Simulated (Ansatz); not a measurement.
# GeN₂H+ (singlet): from Hartree-Fock to the top rungs, cc-pVDZ

The task here is to estimate one member of a computed series from the others.

Method: cc-pVDZ, core rule «outside noble gas», up to 16 orbitals frozen; program: Ansatz 0.2.0, Gaussian basis.

Plan: UHF; CCSD(T) on RHF; CCSD(T) on UHF; BCCD(T) on RHF; CISD; CCSDT(Q) on RHF; CCSDT(Q) on UHF.

21 further runs of the same task are left out: 1 for a known fault of the program, 10 that didn't finish, 10 set aside as unsound or not needed.

## What is computed

The geometry is a PBE0/def2-TZVP stationary point (not a proven minimum) of the parent state, kept for this charge and spin. No spin-orbit coupling is included. The filled d shell of Ge may be among the frozen orbitals whatever the setting's name suggests; the logs give the count.

4 atoms, charge 1, spin multiplicity 1.

Atoms are counted from 1 here; the program's logs count them from 0.

Bond lengths: N1–Ge2 1.711 Å, Ge2–N3 1.693 Å, N3–H4 1.021 Å. Angles: N1–Ge2–N3 167.9°, Ge2–N3–H4 112.9°.

Set-up of the first run:

in.yaml

```yaml
crystal:
  periodic: [false, false, false]
  atoms:
    - {symbol: N, position_ang: [0.000000, -0.072627, 1.724407]}
    - {symbol: Ge, position_ang: [0.000000, 0.043225, 0.017497]}
    - {symbol: N, position_ang: [0.000000, -0.199986, -1.657810]}
    - {symbol: H, position_ang: [0.000000, 0.673220, -2.186456]}
basis:
  gaussian: {orbitals: cc-pVDZ}
total_charge: 1
magnetization: {spin_polarized: true, initial_magnetization: 0}
hamiltonian: {xc: hf}
output: {orbitals: {seedname: orbitals}}
```

Started as:

```console
$ ansatz run in.yaml --threads 1 --pin off --events-out ev --progress --plain --max-ram 2393MiB
```

Among the steps run: UHF; CCSD(T) on RHF; CCSD(T) on UHF; BCCD(T) on RHF; CISD; CCSDT(Q) on RHF; CCSDT(Q) on UHF.

One of the session's tables, all rows but one given; the rest of the session is left out.

| method | from RCCSDT(Q) (kJ/mol) |
| --- | --- |
| RHF | +1282.7 |
| UHF | +1070.7 |
| RMP2 | +264.3 |
| UMP2 | +242.7 |
| RCCSD | ? |
| UCCSD | +89.8 |
| RCCSD(T) | +56.0 |
| UCCSD(T) | +35.9 |
| BCCD(T) | +69.1 |
| RCCSDT | +62.8 |
| UCCSDT | +8.3 |
| RCCSDT(Q) | 0 |
| UCCSDT(Q) | -11.6 |

Estimate the missing values for RCCSD.

The run gave: from RCCSDT(Q) (kJ/mol): +165.1. In the column «from RCCSDT(Q) (kJ/mol)» it lies between UCCSD (+89.8) and UMP2 (+242.7).

Not comparable, so not listed: CISD (they don't share determinant, frozen orbitals or solution with the rows shown, or repeat one).

To keep in mind: The determinant is far from a pure spin state, so its energy mixes those of several spin states (harmless only where they are near-degenerate, as at dissociation). The program flags UCCSD(T), BCCD(T), RCCSDT(Q), UCCSDT(Q) as in doubt, so the zero of the table is itself unsure. Warnings: restricted reference is unstable; spin contamination; large T1 diagnostic. Restricted and unrestricted rows rest on different reference determinants; where their highest levels disagree by more than a few hundredths of an eV, they describe different states and don't form one ladder.
